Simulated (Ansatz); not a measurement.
# C5HAlCl2F6O2: a ladder of functionals and wavefunction methods

Aim: compute C5HAlCl2F6O2 with functionals from several rungs and with coupled cluster. The yardstick is the atomisation energy at the CCSD(T) limit.

The runs use Ansatz 0.2.0, Gaussian basis; functionals in def2-TZVPP, the program's frozen cores in correlated methods.

The runs, in order: LDA (SPW92), PBE-D4, revPBE-D4, BLYP-D4, r2SCAN-D4, B97M-V, PBE0-D4, B3LYP-D4, r2SCANh-D4, r2SCAN0-D4, HSE06-D4, BHLYP-D4, CAM-B3LYP-D4, LC-ωPBE, ωB97X-V, ωB97M-V, B2PLYP, PBE-QIDH; CCSD(T)/def2-SVP; CCSD(T)/def2-TZVPP; MP2/def2-QZVPP; extrapolation to the limit; RPA on PBE.

## Step 1: Structure used throughout

The geometry comes from an earlier relaxation with PBE0-D4 in a triple-zeta def2 set; it is a stationary point, not always the lowest conformer.

SMILES `FC(F)(F)C1=CC(C(F)(F)F)=[O+][Al-]([Cl])([Cl])[O]1`, 17 atoms, charge 0, spin multiplicity 1.

Atoms are counted from 1 here; the program's logs count them from 0.

Bond lengths: F1–C2 1.330 Å, C2–F3 1.327 Å, C2–F4 1.328 Å, C2–C5 1.535 Å, C5–C6 1.388 Å, C5–O16 1.261 Å, C6–C7 1.388 Å, C6–H17 1.077 Å, C7–C8 1.535 Å, C7–O12 1.261 Å, C8–F9 1.327 Å, C8–F10 1.327 Å, C8–F11 1.330 Å, O12–Al13 1.823 Å, Al13–Cl14 2.085 Å, Al13–Cl15 2.085 Å, Al13–O16 1.823 Å. Angles: F1–C2–F3 108.5°, F1–C2–F4 108.5°, F1–C2–C5 111.7°, F3–C2–F4 108.8°, F3–C2–C5 109.7°, F4–C2–C5 109.6°, C2–C5–C6 120.1°, C2–C5–O16 113.6°, C6–C5–O16 126.4°, C5–C6–C7 119.8°, C5–C6–H17 120.1°, C7–C6–H17 120.1°, C6–C7–C8 120.1°, C6–C7–O12 126.4°, C8–C7–O12 113.6°, C7–C8–F9 109.6°, C7–C8–F10 109.7°, C7–C8–F11 111.7° and more.

Coordinates:

| atom | x (Å) | y (Å) | z (Å) |
| --- | --- | --- | --- |
| F1 | -0.0761 | 3.1538 | 0.6362 |
| C2 | -1.1462 | 2.3772 | 0.4906 |
| F3 | -1.8820 | 2.8560 | -0.5048 |
| F4 | -1.8573 | 2.4259 | 1.6106 |
| C5 | -0.7551 | 0.9235 | 0.1914 |
| C6 | 0.5836 | 0.5653 | 0.1158 |
| C7 | 0.9309 | -0.7512 | -0.1526 |
| C8 | 2.4095 | -1.1545 | -0.2359 |
| F9 | 2.6718 | -2.0800 | 0.6787 |
| F10 | 2.6687 | -1.6546 | -1.4377 |
| F11 | 3.2144 | -0.1160 | -0.0284 |
| O12 | 0.1347 | -1.7102 | -0.3465 |
| Al13 | -1.6860 | -1.6281 | -0.3295 |
| Cl14 | -2.4185 | -2.7000 | 1.3015 |
| Cl15 | -2.4177 | -1.9705 | -2.2514 |
| O16 | -1.7443 | 0.1563 | 0.0366 |
| H17 | 1.3507 | 1.3068 | 0.2653 |

## Step 2: LDA

This LDA is Slater exchange with PW92 correlation.

The input, in.yaml:

```yaml
crystal:
  periodic: [false, false, false]
  atoms:
    - {symbol: F, position_ang: [-0.076146, 3.153762, 0.636177]}
    - {symbol: C, position_ang: [-1.146202, 2.377158, 0.490648]}
    - {symbol: F, position_ang: [-1.881981, 2.856017, -0.504788]}
    - {symbol: F, position_ang: [-1.857299, 2.425870, 1.610628]}
    - {symbol: C, position_ang: [-0.755054, 0.923495, 0.191437]}
    - {symbol: C, position_ang: [0.583558, 0.565313, 0.115767]}
    - {symbol: C, position_ang: [0.930926, -0.751196, -0.152574]}
    - {symbol: C, position_ang: [2.409495, -1.154461, -0.235899]}
    - {symbol: F, position_ang: [2.671775, -2.079994, 0.678737]}
    - {symbol: F, position_ang: [2.668730, -1.654645, -1.437715]}
    - {symbol: F, position_ang: [3.214395, -0.116015, -0.028353]}
    - {symbol: O, position_ang: [0.134653, -1.710166, -0.346525]}
    - {symbol: Al, position_ang: [-1.685986, -1.628124, -0.329542]}
    - {symbol: Cl, position_ang: [-2.418462, -2.700006, 1.301495]}
    - {symbol: Cl, position_ang: [-2.417721, -1.970495, -2.251370]}
    - {symbol: O, position_ang: [-1.744349, 0.156325, 0.036590]}
    - {symbol: H, position_ang: [1.350667, 1.306761, 0.265288]}
basis:
  gaussian: {orbitals: def2-TZVPP}
hamiltonian: {xc: lda}
output: {orbitals: {seedname: orbitals}}
```

Started as:

```sh
$ ansatz run in.yaml --threads 11 --pin off --events-out ev --progress --plain --max-ram 166912MiB --backend cuda --devices 0, --max-vram 75GiB
```

The runs that follow: PBE-D4 (GGA); revPBE-D4 (GGA); BLYP-D4 (GGA); r2SCAN-D4 (meta-GGA); B97M-V (meta-GGA); PBE0-D4 (hybrid); B3LYP-D4 (hybrid); r2SCANh-D4 (hybrid); r2SCAN0-D4 (hybrid); HSE06-D4 (hybrid); BHLYP-D4 (hybrid); CAM-B3LYP-D4 (range-separated); LC-ωPBE (range-separated); ωB97X-V (range-separated); ωB97M-V (range-separated); B2PLYP (double hybrid); PBE-QIDH (double hybrid); CCSD(T) in def2-SVP; CCSD(T) in def2-TZVPP; MP2 in def2-QZVPP; RPA on PBE orbitals.

Before running them: what should the planned runs give, taken together? Wanted: atomisation energy, CCSD(T)/CBS; farthest beyond LDA; mean size of error, GGA; mean size of error, meta-GGA; mean size of error, hybrid; mean size of error, range-separated; mean size of error, double hybrid; gap, smallest and largest; T1 diagnostic.

**Answer**, as computed:

| quantity | value |
| --- | --- |
| atomisation energy, CCSD(T)/CBS | 79.555 eV |
| functionals within 0.398 eV (0.5 %) | r2SCANh-D4, PBE-QIDH |
| farthest beyond LDA | BHLYP-D4 (-4.619 eV) |
| mean size of error, GGA | 1.870 eV |
| mean size of error, meta-GGA | 1.061 eV |
| mean size of error, hybrid | 1.491 eV |
| mean size of error, range-separated | 0.605 eV |
| mean size of error, double hybrid | 0.508 eV |
| gap, smallest and largest | 2.70 eV (LDA (SPW92)), 9.71 eV (LC-ωPBE) |
| T1 diagnostic | 0.0144 |
| triples share of the correlation energy | 3.8 % |

The LDA atomisation energy is off by 17.157 eV (22 %): it overbinds. PBE-D4 is off by +4.205 eV. Double hybrids carry the basis error of their MP2 part in triple zeta, and no dispersion term here, so their miss is partly the set-up's. By mean error the best rung here is double hybrid (0.508 eV) and the worst beyond LDA is GGA (1.870 eV). The gap between the best rungs is small, so their order is not settled. The reference freezes the cores and leaves out relativity and excitations past (T), so misses under about 0.398 eV can't be ranked. Hartree-Fock recovers 69 % of the binding; the rest is correlation. CCSD(T) in def2-SVP is off by -3.692 eV, so the small basis spoils what the method gains. Orbital gaps span 2.7 to 9.7 eV; exact exchange widens them.
